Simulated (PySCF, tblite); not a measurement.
**C7H12BN: geometry, infrared bands and NMR shifts**

Wanted: the infrared bands and NMR shifts of C7H12BN (`C#CB(N)C1CCCC1`), by calculation.

Programs: tblite 0.8.0 and PySCF 2.14.0, with density-fitted response routines of our own. Each step states its level of theory. These are calculated values for one molecule in the gas phase, unless marked as measured. Atoms count from 0, in the outputs and in this text.

### Step 1. Starting geometry

21 atoms, charge 0, multiplicity 1; geometry from: force field or distance geometry start.

Bonds of the start (Å): C0–C1 1.21, C1–B2 1.53, B2–N3 1.51, B2–C4 1.62, C4–C5 1.53, C5–C6 1.52, C6–C7 1.54, C7–C8 1.53, C8–C4 1.51, C0–H9 1.06, N3–H10 1.06, N3–H11 1.04, C4–H12 1.11, C5–H13 1.11, C5–H14 1.12, C6–H15 1.11, C6–H16 1.11, C7–H17 1.13, C7–H18 1.11, C8–H19 1.11, C8–H20 1.12.

### Step 2. Geometry optimisation with GFN2-xTB

The job: settings as JSON, then the geometry in Å.

```
{"job": {"kind": "relax", "xc": "GFN2-xTB", "basis": "xTB"}, "charge": 0, "multiplicity": 1}
C      3.046000     1.328100     1.014100
C      2.390300     0.458500     0.485200
B      1.581500    -0.666400    -0.164400
N      2.289400    -1.880000    -0.724600
C     -0.028600    -0.548500    -0.277300
C     -0.493600     0.670900    -1.076200
C     -1.905600     0.954100    -0.591800
C     -2.049400     0.261700     0.771200
C     -0.719200    -0.426500     1.065000
H      3.596800     2.100300     1.476200
H      1.880900    -2.725500    -0.241100
H      2.044400    -1.963500    -1.728000
H     -0.413700    -1.458900    -0.784600
H     -0.463600     0.473600    -2.170400
H      0.145400     1.565900    -0.849700
H     -2.644500     0.533600    -1.297700
H     -2.078700     2.048800    -0.492100
H     -2.866200    -0.509900     0.714100
H     -2.307300     0.993800     1.569800
H     -0.870400    -1.419000     1.537900
H     -0.142500     0.226000     1.764000
```

Run with:

```bash
> OMP_NUM_THREADS=1 python probes_run.py task.json out
```

The driver reads the jobs from task.json and runs them one after another.

**Question.** This job is followed by: GFN2-xTB harmonic vibrations, gas phase; GIAO PBE0/pcSseg-1 NMR shielding, non-relativistic, gas phase. Predict these results of the whole session: strongest single infrared mode (GFN2-xTB); zero-point energy (GFN2-xTB); 13C shifts against TMS (PBE0/pcSseg-1, means over atoms taken as alike); 1H shifts against TMS (PBE0/pcSseg-1, means over atoms taken as alike); 11B shifts against BF3·OEt2 (PBE0/pcSseg-1); 15N shifts against NH3 (PBE0/pcSseg-1).

**Answer**, as computed:

| quantity | value |
| --- | --- |
| strongest single infrared mode (GFN2-xTB) | 613 cm⁻¹, 188 km/mol |
| zero-point energy (GFN2-xTB) | 112.0 kcal/mol |
| 13C shifts against TMS (PBE0/pcSseg-1, means over atoms taken as alike) | 103.2, 92.8, 40.1, 35.3, 28.2 ppm |
| 1H shifts against TMS (PBE0/pcSseg-1, means over atoms taken as alike) | 4.16, 2.38, 1.85, 1.67, 1.65, 1.63, 0.80 ppm |
| 11B shifts against BF3·OEt2 (PBE0/pcSseg-1) | 34.5 ppm |
| 15N shifts against NH3 (PBE0/pcSseg-1) | 114.9 ppm |

The optimisation took 94 steps and gained 1.249 eV; among the close pairs (by a distance rule), B2–N3 changed most, from 1.513 to 1.385 Å. All 57 modes are real, so the xTB geometry is a minimum. The strongest single mode, at 613 cm⁻¹, moves mainly H11 and H10. GFN2-xTB is a fitted tight-binding method: band positions and strengths are rough. Its intensities can rank the bands wrongly. At PBE0/pcSseg-1: The widest tensor belongs to C1: span 307 ppm, with a paramagnetic part of -162 ppm.
